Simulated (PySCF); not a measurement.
# C2H8B2FN: electronic excitations

Wanted: the electronic excitations of C2H8B2FN (`BN(BF)CC`), by calculation.

The runs use PySCF 2.14.0, with density-fitted response routines of our own; the level of theory stands in each step. All values are computed, except where a source is named. Atoms count from 0, in the outputs and in this text.

### Step 1. The starting structure

14 atoms, charge 0, multiplicity 1; geometry from: GFN2-xTB.

Bonds of the start (Å): B0–N1 1.41, N1–B2 1.42, B2–F3 1.33, N1–C4 1.47, C4–C5 1.53, B0–H6 1.17, B0–H7 1.17, B2–H8 1.17, C4–H9 1.09, C4–H10 1.09, C5–H11 1.09, C5–H12 1.09, C5–H13 1.09.

### Step 2. Excited states and response: CAM-B3LYP/def2-SVPD

Job settings and geometry (Å):

```
{"job": {"kind": "uv", "xc": "CAM-B3LYP", "basis": "def2-SVPD", "nstates": 8, "ntriplets": 3}, "charge": 0, "multiplicity": 1}
B     -1.270651    -0.935706     0.941532
N     -0.706447    -0.178751    -0.104848
B     -1.406715     0.866833    -0.752843
F     -0.803603     1.542248    -1.724678
C      0.676320    -0.440472    -0.517172
C      1.654941     0.385300     0.312423
H     -0.643084    -1.791401     1.434805
H     -2.358219    -0.694865     1.289906
H     -2.504220     1.168986    -0.488260
H      0.790754    -0.185797    -1.573528
H      0.888597    -1.503964    -0.387959
H      1.461105     1.446491     0.173787
H      1.544219     0.147261     1.368150
H      2.676326     0.173365     0.006519
```

Method: TDDFT CAM-B3LYP/def2-SVPD, vertical, gas phase, core orbitals frozen in the response.

Command:

```sh
$ OMP_NUM_THREADS=1 python probes_run.py task.json out
```

The driver reads the jobs from task.json and runs them one after another.

What it wrote:

```text
coarse grid: 11456 points
cycle   1  E = -285.0139114815  dE =  5.852e-01  |g| = 4.996e-01  |ddm| = 5.876e+00
cycle   2  E = -285.0111914830  dE =  2.720e-03  |g| = 5.821e-01  |ddm| = 1.415e+00
cycle   3  E = -285.0653905077  dE = -5.420e-02  |g| = 4.818e-02  |ddm| = 6.737e-01
cycle   4  E = -285.0657450165  dE = -3.545e-04  |g| = 2.655e-02  |ddm| = 1.141e-01
cycle   5  E = -285.0658900957  dE = -1.451e-04  |g| = 6.697e-03  |ddm| = 3.806e-02
cycle   6  E = -285.0658986881  dE = -8.592e-06  |g| = 1.773e-03  |ddm| = 1.038e-02
final grid: 110408 points
cycle   7  E = -285.1105941192  dE = -4.539e-05  |g| = 4.871e-03  |ddm| = 1.137e-01
cycle   8  E = -285.1105924922  dE =  1.627e-06  |g| = 5.726e-03  |ddm| = 1.438e-02
cycle   9  E = -285.1105994845  dE = -6.992e-06  |g| = 3.614e-04  |ddm| = 6.604e-03
cycle  10  E = -285.1105995040  dE = -1.948e-08  |g| = 2.393e-04  |ddm| = 8.637e-04
cycle  11  E = -285.1105995157  dE = -1.172e-08  |g| = 4.013e-05  |ddm| = 3.514e-04
cycle  12  E = -285.1105995160  dE = -2.792e-10  |g| = 1.294e-05  |ddm| = 7.366e-05
converged SCF energy = -285.1105995160

Static polarisability (au): isotropic 59.870, principal 49.251 64.306 66.053

Singlet excitations
state   eV       nm        f      main configurations
  1   6.7080    184.8   0.00252   H-1->L 0.90
  2   6.9604    178.1   0.18372   H->L 0.94
  3   7.7735    159.5   0.01880   H-2->L 0.64, H-3->L 0.13
  4   8.2295    150.7   0.00488   H-3->L 0.53, H-5->L 0.14, H-2->L 0.12
  5   8.3529    148.4   0.09385   H->L+1 0.72, H->L+2 0.22
  6   8.5307    145.3   0.06621   H->L+2 0.69, H->L+1 0.20
  7   8.9807    138.1   0.00422   H-1->L+2 0.53, H-2->L 0.09, H-4->L 0.08
  8   9.0629    136.8   0.01683   H-4->L 0.36, H-1->L+2 0.14, H-5->L 0.13

Triplet excitations (Tamm-Dancoff, eV): 5.7982 6.0878 7.1220
```

Run time: 71 s. Hardware: 1 thread of Intel Xeon at 2.50GHz, shared host; peak memory 0.81 GiB.

The orbitals next to the gap, with their largest atomic shares:

```
orbital      eV                      atoms
 HOMO−3  -11.66  F3 15 %, H8 14 %, B2 14 %
 HOMO−2  -11.30  C4 18 %, C5 13 %, B2 12 %
 HOMO−1  -10.84  B0 34 %, H7 19 %, H6 17 %
   HOMO  -10.08  N1 45 %, C4 13 %, C5 12 %
   LUMO    0.16  B0 42 %, B2 15 %, N1 14 %
 LUMO+1    1.15   B2 34 %, B0 24 %, C5 7 %
 LUMO+2    1.47  B2 30 %, N1 14 %, F3 13 %
```

With each of the 8 states as a Gaussian band of 0.4 eV half-width at 1/e, the curve within the window shown has maxima at 178 nm (ε 7,500), 147 nm (ε 6,500) L/(mol cm). Beyond the last state computed it falls off for lack of states. The curve at chosen wavelengths:

```csv
nm,ε (L/mol/cm)
132,499
135,1090
138,2062
140,3108
143,5089
146,6398
149,5993
152,4354
154,3196
157,1944
160,1360
163,1376
166,2091
168,3002
171,4822
174,6574
177,7482
180,7175
182,6390
185,4759
188,3106
191,1800
194,939
196,577
199,258
202,107
```

Leading natural transition orbitals of singlet state 2: the hole lies on N1 51 %; B0 10 %; C5 8 %; the particle on B0 36 %; B2 21 %; H6 14 %.

Leading natural transition orbitals of singlet state 1: the hole lies on H6, H7 about 34 % each; B0 17 %; the particle on B0 46 %; H6, H7 about 14 % each; B2 10 %.

Ground-state properties from the same run:

```
           property  computed
  dipole moment (D)      1.30
polarisability (Å³)      8.87
 HOMO–LUMO gap (eV)     10.24
      −ε(HOMO) (eV)     10.08
```

The fields below are evaluated on a grid from the run's orbitals.

Frontier orbitals at CAM-B3LYP/def2-SVPD, with the share of their density that lies nearest to each atom:

```
orbital  energy (eV)                    lies on
   HOMO       -10.08  N1 48 %; C5 10 %; B0 10 %
   LUMO         0.16  B0 36 %; B2 17 %; H6 15 %
```

ELF in a plane through or near 6 of the atoms.

Ten even steps from '0' (0.00) to '9' (1.00):
```
0000000000000000000000000000
0000000000000000000000000000
0000000000000000000000000000
0000000000000235541000000000
0000000000001578872000000000
0000000000002784772137510000
0000000000000578853899960000
0000011001000012083999980000
0000689853442137733899620000
0001999984885576772121000000
0002999984885575772111000000
0000689854442148744899730000
0000011111100024391999970000
0000000000000599975999950000
0000000000000999994456410000
0000000000002999994000000000
0000000000000699971000000000
0000000000000001000000000000
0000000000000000000000000000
0000000000000000000000000000
```
The map spans 10.6 Å across and 9.9 Å up, centred on the molecule. Atoms in the plane (x, y in Å): B0 (1.3, -1.3), N1 (0.7, 0.0), B2 (1.4, 1.2), F3 (0.7, 2.3), H6 (0.7, -2.3), H13 (-2.7, 0.0).

On the surface of density 0.002 e/bohr³ the electrostatic potential runs, from the 1st to the 99th percentile, from -0.81 V near F3 to 1.21 V near B2.

### Step 3. What came out

```
                                quantity                        value
    lowest singlet (CAM-B3LYP/def2-SVPD)  6.71 eV (185 nm), f = 0.003
brightest single state of those computed  state 2, 6.96 eV, f = 0.184
                          lowest triplet                      5.80 eV
   surface potential, 1st and 99th percentile           -0.81 V and 1.21 V
```

What this shows: The first singlet state (HOMO−1→LUMO 0.90) lies at 6.71 eV and is weak; of the 8 states computed, the strongest absorption comes from state 2 at 6.96 eV. The lowest triplet lies 0.91 eV below the lowest singlet (triplets in Tamm-Dancoff, singlets in full TDDFT).
